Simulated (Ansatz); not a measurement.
## Molecular dynamics of Li8Mg8H2N

Input:

```yaml
crystal:
  lattice:
    - [6.216995, 0.0, 0.0]
    - [-3.108498, 5.384076, 0.0]
    - [0.0, 0.0, 21.538202]
  atoms:
    - { symbol: Li, position: [0.0, 0.0, 0.0464291] }
    - { symbol: Mg, position: [0.3333333, 0.1666667, 0.1630932] }
    - { symbol: Li, position: [0.0, 0.0, 0.2797572] }
    - { symbol: Mg, position: [0.3333333, 0.1666667, 0.3964213] }
    - { symbol: Li, position: [0.0, 0.5, 0.0464291] }
    - { symbol: Mg, position: [0.3333333, 0.6666667, 0.1630932] }
    - { symbol: Li, position: [0.0, 0.5, 0.2797572] }
    - { symbol: Mg, position: [0.3333333, 0.6666667, 0.3964213] }
    - { symbol: Li, position: [0.5, 0.0, 0.0464291] }
    - { symbol: Mg, position: [0.8333333, 0.1666667, 0.1630932] }
    - { symbol: Li, position: [0.5, 0.0, 0.2797572] }
    - { symbol: Mg, position: [0.8333333, 0.1666667, 0.3964213] }
    - { symbol: Li, position: [0.5, 0.5, 0.0464291] }
    - { symbol: Mg, position: [0.8333333, 0.6666667, 0.1630932] }
    - { symbol: Li, position: [0.5, 0.5, 0.2797572] }
    - { symbol: Mg, position: [0.8333333, 0.6666667, 0.3964213] }
    - { symbol: "N", position: [0.3333904, 0.6987515, 0.6079927] }
    - { symbol: H, position: [0.4742153, 0.8102086, 0.6358502] }
    - { symbol: H, position: [0.1925654, 0.5872943, 0.6358502] }
basis:
  ecutwfc: 420.0
kpoints:
  mp_grid: { grid: [2, 2, 1] }
hamiltonian:
  xc: pbe
scf:
  occupations: { method: fermi_dirac, width: 0.05 }
  lower_state_search: "off"
md:
  timestep: 0.5
  n_steps: 270
  ensemble: nve
  initial_velocities: zero
  seed: 221465
  initial_site_velocities:
    - { site: 16, velocity: [0.003753, 0.0, -0.010312] }
    - { site: 17, velocity: [0.003753, 0.0, -0.010312] }
    - { site: 18, velocity: [0.003753, 0.0, -0.010312] }
  constraints: [{ sites: [0, 4, 8, 12] }]
```

Run as:

```bash
$ ansatz run input.yaml --threads 1 --pin off --max-ram 3072MiB --backend cpu --events-out ev --progress --plain --runs-dir out
```

It starts from an unrelaxed structure (largest force component 2.01 eV/Å).

Output, in part (step lines):

```
md step     0: t =     0.00 fs  T =    51.6 K  F+E_penalty+E_count = -17439.86452929 eV  E_kin = 0.099991 eV  conserved = -17439.76453858 eV  (48 SCF iters)
md step     1: t =     0.50 fs  T =    54.3 K  F+E_penalty+E_count = -17439.86995679 eV  E_kin = 0.105292 eV  conserved = -17439.76466467 eV  (9 SCF iters)
md step     2: t =     1.00 fs  T =    60.5 K  F+E_penalty+E_count = -17439.88228502 eV  E_kin = 0.117312 eV  conserved = -17439.76497340 eV  (10 SCF iters)
md step     3: t =     1.50 fs  T =    67.8 K  F+E_penalty+E_count = -17439.89672310 eV  E_kin = 0.131416 eV  conserved = -17439.76530715 eV  (11 SCF iters)
md step     4: t =     2.00 fs  T =    73.5 K  F+E_penalty+E_count = -17439.90799242 eV  E_kin = 0.142474 eV  conserved = -17439.76551855 eV  (11 SCF iters)
md step     5: t =     2.50 fs  T =    75.9 K  F+E_penalty+E_count = -17439.91261299 eV  E_kin = 0.147071 eV  conserved = -17439.76554176 eV  (4 SCF iters)
md step     6: t =     3.00 fs  T =    74.6 K  F+E_penalty+E_count = -17439.91001521 eV  E_kin = 0.144618 eV  conserved = -17439.76539761 eV  (4 SCF iters)
md step     7: t =     3.50 fs  T =    70.7 K  F+E_penalty+E_count = -17439.90228412 eV  E_kin = 0.137124 eV  conserved = -17439.76515962 eV  (4 SCF iters)
[... lines left out ...]
md step   269: t =   134.50 fs  T =   785.0 K  F+E_penalty+E_count = -17441.28649085 eV  E_kin = 1.521989 eV  conserved = -17439.76450157 eV  (3 SCF iters)
md step   270: t =   135.00 fs  T =   770.1 K  F+E_penalty+E_count = -17441.25777639 eV  E_kin = 1.493124 eV  conserved = -17439.76465191 eV  (6 SCF iters)
```

The steps, from the saved trajectory:

```csv
time (fs),T (K),potential energy less start (eV),conserved less start (meV/atom)
0.0,52,0.000,0.00
4.5,63,-0.021,-0.01
9.0,74,-0.044,-0.03
13.5,86,-0.067,-0.04
18.0,103,-0.101,-0.05
22.5,108,-0.110,-0.05
27.0,117,-0.128,-0.04
31.5,122,-0.136,-0.03
36.0,126,-0.145,-0.01
40.5,142,-0.175,0.00
45.0,154,-0.199,-0.01
49.5,184,-0.256,-0.02
54.0,209,-0.306,-0.03
58.5,245,-0.376,-0.05
63.0,288,-0.459,-0.05
67.5,330,-0.541,-0.04
72.0,396,-0.669,-0.04
76.5,474,-0.820,-0.02
81.0,587,-1.037,0.00
85.5,749,-1.353,0.00
90.0,962,-1.766,0.00
94.5,1223,-2.272,-0.02
99.0,1401,-2.617,-0.09
103.5,1019,-1.877,-0.14
108.0,320,-0.520,0.05
112.5,923,-1.692,-0.13
117.0,1437,-2.688,-0.12
121.5,1377,-2.572,-0.08
126.0,1117,-2.065,-0.03
130.5,975,-1.792,-0.05
135.0,770,-1.393,-0.01
```

All steps were run. The conserved energy stayed within 0.16 meV per atom of its start (net change -0.0059 meV per atom), so the integration is sound. A run of 0.14 ps of so small a system gives no equilibrium averages. Limits of this set-up: coarse k mesh, slab without dipole correction, odd electron count without spin.

Mean squared displacements from the first frame to the last: Li 0.00 Å², Mg 0.07 Å², N 6.20 Å², H 6.82 Å².

Last frame:

```xyz
19
Lattice="6.2170 0.0000 0.0000 -3.1085 5.3841 0.0000 0.0000 0.0000 21.5382" Properties=species:S:1:pos:R:3
Li 0.000 0.000 1.000
Mg 1.553 0.896 3.368
Li 0.008 -0.006 5.925
Mg 1.506 0.868 8.389
Li -1.554 2.692 1.000
Mg -0.002 3.588 3.374
Li -1.504 2.718 5.955
Mg -0.238 3.509 8.029
Li 3.108 0.000 1.000
Mg 4.664 0.899 3.375
Li 3.114 -0.048 5.961
Mg 4.681 0.927 8.286
Li 1.554 2.692 1.000
Mg 3.111 3.589 3.365
Li 1.517 2.708 5.976
Mg 3.129 3.608 8.356
N 0.762 3.853 10.762
H 1.568 4.446 11.078
H 0.161 3.400 11.502
```

The run took 30 min on 1 thread of Arm Neoverse V2 (shared host), peak memory 0.99 GiB.
